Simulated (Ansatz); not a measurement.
Predict the output of the script below (the Ansatz DFT code, driven from Python).

The script, `bend_clh4osi2.py`:
```python
import ansatz as az
from ase import Atoms


def main() -> None:
    atoms = Atoms(['Si', 'O', 'Si', 'Cl', 'H', 'H', 'H', 'H'], positions=[
        (-0.8607, 0.7477, 0.6695),
        (-0.2225, -0.4873, -0.1319),
        (0.9771, -0.7625, -1.215),
        (1.1744, -2.7884, -1.4152),
        (-2.0665, 0.3192, 1.4366),
        (0.0929, 1.4457, 1.5435),
        (-1.3357, 1.7892, -0.3416),
        (2.333, -0.3207, -0.6016),
    ])

    first = (
        az.Crystal.molecule_from_ase(atoms).calculation()
        .basis(gaussian='def2-SVP')
        .functional('cam_b3lyp')
        .spin('collinear', total=1)
        .relax(force_tolerance=0.02, max_steps=80)
    )
    atoms.positions = first.run().report['positions_ang']

    rows = []
    for angle in [85, 95, 105, 115, 125, 140, 160]:
        bent = atoms.copy()
        bent.set_angle(2, 1, 0, angle, indices=[0, 4, 5, 6])
        job = (
            az.Crystal.molecule_from_ase(bent).calculation()
            .basis(gaussian='def2-SVP')
            .functional('cam_b3lyp')
            .spin('collinear', total=1)
        )
        rows.append((angle, job.run().report['free_energy_ev']))
    floor = min(e for _, e in rows)
    for angle, e in rows:
        print(f'angle Si2-O1-Si0 = {angle:3d} deg   {1000 * (e - floor):9.1f} meV')


if __name__ == '__main__':
    main()
```

```console
$ python bend_clh4osi2.py
angle Si2-O1-Si0 =  85 deg      3356.1 meV
angle Si2-O1-Si0 =  95 deg      1480.0 meV
angle Si2-O1-Si0 = 105 deg       636.5 meV
angle Si2-O1-Si0 = 115 deg       257.4 meV
angle Si2-O1-Si0 = 125 deg        88.9 meV
angle Si2-O1-Si0 = 140 deg         3.1 meV
angle Si2-O1-Si0 = 160 deg         0.0 meV
```

Reading the output:
- The scan is rigid, and the energies are electronic, in a modest basis. The zero is the lowest point of the grid, which needn't be the minimum.
- The run takes the species as open-shell (spin multiplicity 2), which needn't be its ground state.
- Timing: 3.8 min on 1 thread of Arm Neoverse V2 (shared host), peak memory 0.38 GiB.
